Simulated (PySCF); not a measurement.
# C2H5ClGe (SMILES C[CH2][Ge][Cl]): levels of theory compared

Wanted: a comparison of 4 runs (HF/3-21G, B3LYP/6-31G*, B3LYP/def2-SVP, B3LYP/def2-TZVP) of C2H5ClGe. The job is set up through a Python script.

The results are computed with PySCF 2.14.0.

## 1. The structure to begin with

The species is C2H5ClGe (9 atoms), meant as a singlet with charge 0. As SMILES, `C[CH2][Ge][Cl]`. The coordinates come from a PBE0-D4/def2-TZVP relaxation. This is one conformer, not always the lowest.

Bond lengths: C1–C2 1.517 Å, C2–Ge3 1.993 Å, Ge3–Cl4 2.197 Å, C1–H5 1.092 Å, C1–H6 1.094 Å, C1–H7 1.092 Å, C2–H8 1.100 Å, C2–H9 1.101 Å. Some angles: C1–C2–Ge3 121.4°, C2–Ge3–Cl4 99.6°, C1–C2–H8 111.5°, C1–C2–H9 111.4°, Ge3–C2–H8 103.7°, Ge3–C2–H9 103.2°, C2–C1–H5 111.4°, C2–C1–H6 111.5°, C2–C1–H7 111.4°, H8–C2–H9 103.9°.

## 2. Energy and forces at HF/3-21G (run 1)

mol.xyz reads:

```xyz
9
C2H5ClGe
C     -0.161700     0.922800    -0.026200
C     -0.083000    -0.427500     0.659600
Ge     0.544600    -2.051500    -0.311300
Cl     0.831900    -1.193100    -2.312900
H     -0.825000     0.891400    -0.892500
H     -0.533000     1.696000     0.652500
H      0.816600     1.241600    -0.391500
H      0.562000    -0.391100     1.550500
H     -1.064000    -0.734900     1.054800
```

run.py reads:

```python
from pyscf import gto

molecule = gto.M(
    atom='mol.xyz',
    verbose=3,
    basis='3-21g',
    max_memory=1860,
    spin=0,
)

calc0 = molecule.RHF()
calc0.conv_tol = 1e-10
calc0.kernel()
if not calc0.converged:
    calc0 = calc0.newton().run(calc0.mo_coeff, calc0.mo_occ)

e_tot = calc0.e_tot
print('E = %.10f Eh' % e_tot)
grad = calc0.nuc_grad_method().kernel()
calc0.analyze()
```

Run with:

```bash
$ OMP_NUM_THREADS=1 python run.py
```

Output:

```text
converged SCF energy = -2600.89312584803
[... 16 lines left out ...]
MO #7   energy= -11.1762942763594  occ= 2
[... 7 lines left out ...]
MO #15  energy= -5.13253234329894  occ= 2
[... 7 lines left out ...]
MO #23  energy= -1.03101591128248  occ= 2
[... 7 lines left out ...]
MO #31  energy= -0.45303628368144  occ= 2
[... 7 lines left out ...]
MO #39  energy= 0.324870038305089  occ= 0
[... 7 lines left out ...]
MO #47  energy= 0.78148482438281   occ= 0
[... 7 lines left out ...]
MO #55  energy= 1.11064953273773   occ= 0
[... 7 lines left out ...]
MO #63  energy= 2.28151709317438   occ= 0
[... 10 lines left out ...]
Dipole moment(X, Y, Z, Debye): -0.81317, -0.13325,  3.44458
```

Wall time 3.3 s (1 thread of Intel Xeon at 2.70GHz, shared host); peak memory 0.14 GiB.

## 3. Energy and forces at B3LYP/6-31G(d) (Cartesian functions) (run 2)

start.xyz reads:

```xyz
9
C2H5ClGe
C     -0.161700     0.922800    -0.026200
C     -0.083000    -0.427500     0.659600
Ge     0.544600    -2.051500    -0.311300
Cl     0.831900    -1.193100    -2.312900
H     -0.825000     0.891400    -0.892500
H     -0.533000     1.696000     0.652500
H      0.816600     1.241600    -0.391500
H      0.562000    -0.391100     1.550500
H     -1.064000    -0.734900     1.054800
```

calc.py reads:

```python
import pyscf.grad
from pyscf import gto, dft

mol = gto.Mole()
mol.atom = 'start.xyz'
mol.cart = True
mol.spin = 0
mol.max_memory = 1860
mol.basis = '6-31g*'
mol.verbose = 4
mol.build()

ks = dft.RKS(mol)
ks.xc = 'b3lyp'
ks.conv_tol = 1e-10
ks.grids.level = 5
ks.kernel()
if not ks.converged:
    ks = ks.newton().run(ks.mo_coeff, ks.mo_occ)

energy = ks.e_tot
print(f'total energy: {energy:.8f} hartree')
grad = ks.Gradients().kernel()
dip = ks.dip_moment()
pop, q = ks.mulliken_pop()
```

Run with:

```bash
$ OMP_NUM_THREADS=1 python calc.py
```

Output:

```text
PySCF version 2.14.0

[... 80 lines left out ...]
converged SCF energy = -2616.21978833975
total energy: -2616.21978834 hartree
[... 12 lines left out ...]
Dipole moment(X, Y, Z, Debye): -0.63730,  0.27236,  2.33041
[... 104 lines left out ...]
charge of    8H =      0.15852
```

It took 45 s on 1 thread of Intel Xeon at 2.70GHz, shared host; peak memory 0.93 GiB.

## 4. Energy and forces at B3LYP/def2-SVP (run 3)

calc.py reads:

```python
from pyscf import gto, dft

system = gto.M(
    atom='''
C     -0.305569     1.743839    -0.049511
C     -0.156847    -0.807858     1.246463
Ge     1.029145    -3.876773    -0.588272
Cl     1.572063    -2.254632    -4.370748
H     -1.559024     1.684502    -1.686581
H     -1.007224     3.204976     1.233046
H      1.543150     2.346284    -0.739828
H      1.062026    -0.739072     2.930020
H     -2.010669    -1.388760     1.993283
''',
    unit='bohr',
    max_memory=1860,
    verbose=4,
    basis='def2-svp',
)

myscf = dft.RKS(system, xc='b3lyp')
myscf.grids.level = 5
myscf.conv_tol = 1e-10
myscf.kernel()
if not myscf.converged:
    myscf = myscf.newton().run(myscf.mo_coeff, myscf.mo_occ)

etot = myscf.e_tot
print('E(%s) = %.9f' % ('B3LYP', etot))
grad = myscf.nuc_grad_method().kernel()
dip = myscf.dip_moment()
pop, q = myscf.mulliken_pop()
```

Run with:

```bash
$ OMP_NUM_THREADS=1 python calc.py
```

Output:

```text
PySCF version 2.14.0

[... 79 lines left out ...]
converged SCF energy = -2616.05043376101
[... 13 lines left out ...]
Dipole moment(X, Y, Z, Debye): -0.50616,  0.14437,  1.91390
[... 113 lines left out ...]
charge of    8H =      0.03111
```

Run time: 41 s. Hardware: 1 thread of Intel Xeon at 2.70GHz, shared host; peak memory 1 GiB.

## 5. Energy and forces at B3LYP/def2-TZVP (run 4)

calc.py reads:

```python
from pyscf import gto, dft

system = gto.M(
    atom=[
    ('C', (-0.161700, 0.922800, -0.026200)),
    ('C', (-0.083000, -0.427500, 0.659600)),
    ('Ge', (0.544600, -2.051500, -0.311300)),
    ('Cl', (0.831900, -1.193100, -2.312900)),
    ('H', (-0.825000, 0.891400, -0.892500)),
    ('H', (-0.533000, 1.696000, 0.652500)),
    ('H', (0.816600, 1.241600, -0.391500)),
    ('H', (0.562000, -0.391100, 1.550500)),
    ('H', (-1.064000, -0.734900, 1.054800)),
],
    charge=0,
    verbose=4,
    max_memory=1860,
    basis='def2-tzvp',
)

mf = dft.RKS(system)
mf.xc = 'b3lyp'
mf.grids.level = 5
mf.conv_tol = 1e-10
mf.kernel()
if not mf.converged:
    mf = mf.newton().run(mf.mo_coeff, mf.mo_occ)

energy = mf.e_tot
print('Final energy', energy)
grad = mf.nuc_grad_method().kernel()
dip = mf.dip_moment()
pop, q = mf.mulliken_pop()
```

Run with:

```bash
$ OMP_NUM_THREADS=1 python calc.py
```

Output:

```text
PySCF version 2.14.0

[... 79 lines left out ...]
converged SCF energy = -2616.5634865037
Final energy -2616.563486503704
[... 12 lines left out ...]
Dipole moment(X, Y, Z, Debye): -0.54574,  0.06525,  2.16199
[... 187 lines left out ...]
charge of    8H =      0.11346
```

It took 2.2 min on 1 thread of Intel Xeon at 2.70GHz, shared host; peak memory 2.4 GiB.

## 6. All runs side by side

```
run                               level  Cartesian functions  integration grid   energy (Eh)  dipole moment (D)  HOMO energy (eV)  LUMO energy (eV)  wall time
  1                            HF/3-21G                   no                 –  -2600.893126               3.54             -9.12              0.35      3.3 s
  2  B3LYP/6-31G* (Cartesian functions)                  yes                 5  -2616.219788               2.43             -6.40             -2.73       45 s
  3                      B3LYP/def2-SVP                   no                 5  -2616.050434               1.98             -6.37             -2.65       41 s
  4                     B3LYP/def2-TZVP                   no                 5  -2616.563487               2.23             -6.48             -2.76    2.2 min
```

## 7. Outcome

| quantity | value |
| --- | --- |
| run 4: total energy | -2616.56349 Eh |
| run 4: dipole moment | 2.23 D |
| run 4: HOMO energy | -6.48 eV |
| run 4: LUMO energy | -2.76 eV |
| run 4: HOMO–LUMO gap | 3.72 eV |
| run 4: largest force on an atom | 0.384 eV/Å |

In words: The dipole moment (its size) runs from 1.98 D (B3LYP/def2-SVP) to 3.54 D (HF/3-21G). The two ends differ in method and basis. The HOMO–LUMO gap runs from 3.67 eV (B3LYP/6-31G*) to 9.47 eV (HF/3-21G). All runs together took 3.7 min, the longest 2.2 min.
